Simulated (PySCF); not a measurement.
# BrH3OSi: the cost of one run

Programs: PySCF 2.14.0. All values are calculated, for the isolated system unless a continuum is named. Atoms count from 0, parts from 1.

### Step 1. The system as given

Each species was relaxed by itself at PBE0-D3(BJ)/def2-SVPD.

### Step 2. Reaction energy: wB97M-D3(BJ)/def2-TZVPD

Job settings and geometry (Å):

```
{"job": {"kind": "react", "xc": "wB97M-D3(BJ)", "basis": "def2-TZVPD"}, "charge": 0, "multiplicity": 1}
-1 BrH3OSi charge 0 multiplicity 1
O      0.224220    -0.780010    -1.082890
Si     0.033100     0.355360     0.114710
Br     0.365290    -0.556030     2.128010
H     -0.289500    -1.590510    -1.041060
H      1.078700     1.375610    -0.125010
H     -1.343990     0.914180     0.141430

+1 H3OSi charge 0 multiplicity 2
O     -0.583570    -0.042210    -1.057850
Si    -0.331910     0.233960     0.577610
H      0.131300    -0.376770    -1.605560
H      0.034110    -1.034180     1.289580
H      0.731260     1.269440     0.793560

+1 Br charge 0 multiplicity 2
Br     0.000000     0.000000     0.000000
```

With the program's defaults for keys left out, this is: wB97M-D3(BJ)/def2-TZVPD reaction energy of separated species, gas phase.

Started as:

```bash
$ OMP_NUM_THREADS=1 python cluster_run.py task.json out
```

One launch serves the whole session: the jobs run in the order shown.

**Question.** How long does this first job take on 1 thread of Arm Neoverse V1, shared host, and how much memory does it need?

About 15 s, with a peak of 0.6 GiB.
